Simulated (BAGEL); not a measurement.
# UHF/STO-3G (density fitting with qzvpp-jkfit) run of SiH3O3 (SMILES O[Si](O)O)

Aim: the vertical doublet–quartet gap of SiH3O3 at UHF/STO-3G (density fitting with qzvpp-jkfit), from 2 runs. 

Program for the calculation: BAGEL 1.2.2.

19 further runs of the same task are left out: 19 set aside as unsound or not needed.

## 1. The structure to begin with

SiH3O3 has 7 atoms, charge 0, and is taken as a doublet. SMILES: `O[Si](O)O`. The coordinates come from a PBE0-D4/def2-TZVP relaxation. This is one conformer, not always the lowest.

Bond lengths: O1–Si2 1.648 Å, Si2–O3 1.637 Å, Si2–O4 1.642 Å, O1–H5 0.959 Å, O3–H6 0.961 Å, O4–H7 0.959 Å. Angles: O1–Si2–O3 114.2°, O1–Si2–O4 106.2°, O3–Si2–O4 106.3°, Si2–O1–H5 117.0°, Si2–O3–H6 116.2°, Si2–O4–H7 116.5°.

## 2. The energy at UHF/STO-3G (density fitting with qzvpp-jkfit)

hf.json reads:

```json
{ "bagel": [

{
  "title": "molecule",
  "basis": "sto-3g",
  "df_basis": "qzvpp-jkfit",
  "angstrom": true,
  "geometry": [
    { "atom": "O", "xyz": [      -1.063800,       1.054700,       0.036100 ] },
    { "atom": "Si", "xyz": [      -0.335000,      -0.422100,      -0.018100 ] },
    { "atom": "O", "xyz": [       0.492000,      -0.811700,       1.340300 ] },
    { "atom": "O", "xyz": [       0.775900,      -0.339900,      -1.225000 ] },
    { "atom": "H", "xyz": [      -1.837900,       1.138500,       0.595900 ] },
    { "atom": "H", "xyz": [       1.450300,      -0.764600,       1.282500 ] },
    { "atom": "H", "xyz": [       0.518500,       0.145200,      -2.011700 ] }
  ]
},

{ "title": "uhf", "nopen": 1 },

{ "title": "print", "file": "orbitals.molden", "orbitals": true }

]}
```

Launch:

```sh
$ BAGEL_NUM_THREADS=1 BAGEL hf.json > hf.out
```

Log:

```text
* using 1 threads per process

  ===============================================================
  ===============================================================

  *** Geometry ***

  { "atom" : "O", "xyz" : [     -2.010291,      1.993094,      0.068219 ] },
  { "atom" : "Si", "xyz" : [     -0.633058,     -0.797653,     -0.034204 ] },
  { "atom" : "O", "xyz" : [      0.929745,     -1.533891,      2.532800 ] },
  { "atom" : "O", "xyz" : [      1.466239,     -0.642318,     -2.314915 ] },
  { "atom" : "H", "xyz" : [     -3.473128,      2.151453,      1.126088 ] },
  { "atom" : "H", "xyz" : [      2.740670,     -1.444885,      2.423574 ] },
  { "atom" : "H", "xyz" : [      0.979823,      0.274388,     -3.801562 ] },

  Number of auxiliary basis functions:      413

  Since a DF basis is specified, we compute 2- and 3-index integrals:
    o Being stored without compression. Storage requirement is 0.002 GB

  Number of basis functions:       27
  Number of electrons      :       41

    * METHOD: MOLECULE                             0.08

  *** Open-shell HF ***

  === Nuclear Repulsion ===
   178.0796874036

      * DIIS with orbital gradients will be used.

  === UHF iteration (sto-3g) ===
      0       -508.74415916          0.04180692           0.02
      1       -508.85540403          0.00862014           0.02
      2       -508.86124007          0.00195467           0.02
      3       -508.86177093          0.00063641           0.02
      4       -508.86191635          0.00017455           0.02
      5       -508.86193632          0.00004137           0.02
      6       -508.86193842          0.00001764           0.02
      7       -508.86193905          0.00000892           0.02
      8       -508.86193927          0.00000198           0.02
      9       -508.86193927          0.00000058           0.02
     10       -508.86193927          0.00000022           0.02
     11       -508.86193927          0.00000008           0.02
     12       -508.86193927          0.00000004           0.02
     13       -508.86193927          0.00000002           0.02
     14       -508.86193927          0.00000001           0.02
    * SCF iteration converged.

    * S^2 (UHF) is 0.7569

    * Permanent dipole moment:
           (    0.552864,     0.084764,     0.232049) a.u.

    * METHOD: UHF                                  0.32

    * METHOD: PRINT                                0.00

  ===============================================================
```

It took 0.72 s on 1 thread of Intel Xeon 6975P-C (Granite Rapids), shared host; peak memory 0.078 GiB.

## 3. The quartet at the same level

hf.json reads:

```json
{ "bagel" : [

{
  "title" : "molecule",
  "basis" : "sto-3g",
  "df_basis" : "qzvpp-jkfit",
  "angstrom" : "true",
  "geometry" : [
    { "atom" : "O", "xyz" : [      -1.063800,       1.054700,       0.036100 ] },
    { "atom" : "Si", "xyz" : [      -0.335000,      -0.422100,      -0.018100 ] },
    { "atom" : "O", "xyz" : [       0.492000,      -0.811700,       1.340300 ] },
    { "atom" : "O", "xyz" : [       0.775900,      -0.339900,      -1.225000 ] },
    { "atom" : "H", "xyz" : [      -1.837900,       1.138500,       0.595900 ] },
    { "atom" : "H", "xyz" : [       1.450300,      -0.764600,       1.282500 ] },
    { "atom" : "H", "xyz" : [       0.518500,       0.145200,      -2.011700 ] }
  ]
},

{
  "title" : "uhf",
  "charge" : 0,
  "nopen" : 3
},

{
  "title" : "print",
  "file" : "orbitals.molden",
  "orbitals" : "true"
}

]}
```

Launch:

```sh
$ BAGEL_NUM_THREADS=1 BAGEL hf.json > hf.out
```

Log:

```text
* using 1 threads per process

  ===============================================================
  ===============================================================

  *** Geometry ***

  { "atom" : "O", "xyz" : [     -2.010291,      1.993094,      0.068219 ] },
  { "atom" : "Si", "xyz" : [     -0.633058,     -0.797653,     -0.034204 ] },
  { "atom" : "O", "xyz" : [      0.929745,     -1.533891,      2.532800 ] },
  { "atom" : "O", "xyz" : [      1.466239,     -0.642318,     -2.314915 ] },
  { "atom" : "H", "xyz" : [     -3.473128,      2.151453,      1.126088 ] },
  { "atom" : "H", "xyz" : [      2.740670,     -1.444885,      2.423574 ] },
  { "atom" : "H", "xyz" : [      0.979823,      0.274388,     -3.801562 ] },

  Number of auxiliary basis functions:      413

  Since a DF basis is specified, we compute 2- and 3-index integrals:
    o Being stored without compression. Storage requirement is 0.002 GB

  Number of basis functions:       27
  Number of electrons      :       41

    * METHOD: MOLECULE                             0.10

  *** Open-shell HF ***

  === Nuclear Repulsion ===
   178.0796874036

      * DIIS with orbital gradients will be used.

  === UHF iteration (sto-3g) ===
      0       -508.29783430          0.03204100           0.02
      1       -508.39664843          0.01127451           0.02
      2       -508.41692938          0.00508429           0.02
      3       -508.42455286          0.00352147           0.02
      4       -508.43069637          0.00265713           0.02
      5       -508.43564093          0.00329573           0.02
      6       -508.43225533          0.00248854           0.02
      7       -508.43201169          0.00130768           0.02
      8       -508.43481812          0.00088112           0.02
      9       -508.43570495          0.00065988           0.02
     10       -508.43623140          0.00054236           0.02
     11       -508.43652314          0.00043898           0.02
     12       -508.43677847          0.00026681           0.02
     13       -508.43687263          0.00017516           0.02
     14       -508.43690768          0.00013187           0.02
     15       -508.43692279          0.00014150           0.03
     16       -508.43692434          0.00014040           0.03
     17       -508.43693333          0.00017486           0.03
     18       -508.43691240          0.00008191           0.03
     19       -508.43691659          0.00005761           0.03
     20       -508.43691869          0.00004398           0.03
     21       -508.43692066          0.00003292           0.03
     22       -508.43692107          0.00001872           0.02
     23       -508.43692131          0.00001418           0.02
     24       -508.43692146          0.00001298           0.02
     25       -508.43692156          0.00000949           0.02
     26       -508.43692157          0.00000970           0.02
     27       -508.43692157          0.00000962           0.02
     28       -508.43692158          0.00001000           0.02
     29       -508.43692155          0.00000783           0.02
     30       -508.43692160          0.00000473           0.02
     31       -508.43692162          0.00000242           0.02
     32       -508.43692163          0.00000100           0.02
     33       -508.43692163          0.00000034           0.02
     34       -508.43692163          0.00000019           0.02
     35       -508.43692163          0.00000018           0.02
     36       -508.43692163          0.00000017           0.02
     37       -508.43692163          0.00000018           0.02
     38       -508.43692163          0.00000019           0.03
     39       -508.43692163          0.00000013           0.02
     40       -508.43692163          0.00000013           0.02
     41       -508.43692163          0.00000015           0.02
     42       -508.43692163          0.00000015           0.02
     43       -508.43692163          0.00000017           0.02
     44       -508.43692163          0.00000017           0.02
     45       -508.43692163          0.00000011           0.02
     46       -508.43692163          0.00000006           0.02
     47       -508.43692163          0.00000005           0.02
     48       -508.43692163          0.00000004           0.03
     49       -508.43692163          0.00000002           0.02
     50       -508.43692163          0.00000001           0.02
     51       -508.43692163          0.00000001           0.02
     52       -508.43692163          0.00000001           0.03
    * SCF iteration converged.

    * S^2 (UHF) is 3.7588

    * Permanent dipole moment:
           (    0.654329,     0.091276,    -0.037141) a.u.

    * METHOD: UHF                                  1.17

    * METHOD: PRINT                                0.00

  ===============================================================
```

Wall time 1.6 s (1 thread of Intel Xeon 6975P-C (Granite Rapids), shared host); peak memory 0.078 GiB.

## 4. Results

Level: UHF/STO-3G (density fitting with qzvpp-jkfit).

```
                                        quantity          value
                           doublet: total energy  -508.86194 Eh
                          doublet: dipole moment         1.54 D
                                   doublet: ⟨S²⟩          0.757
                           quartet: total energy  -508.43692 Eh
                          quartet: dipole moment         1.68 D
                                   quartet: ⟨S²⟩          3.759
vertical energy of the quartet above the doublet      11.565 eV
```

**Reading.** At this shape the quartet lies 11.57 eV (267 kcal/mol) above the doublet. In a minimal basis such a difference can be off by several eV, whatever the method.
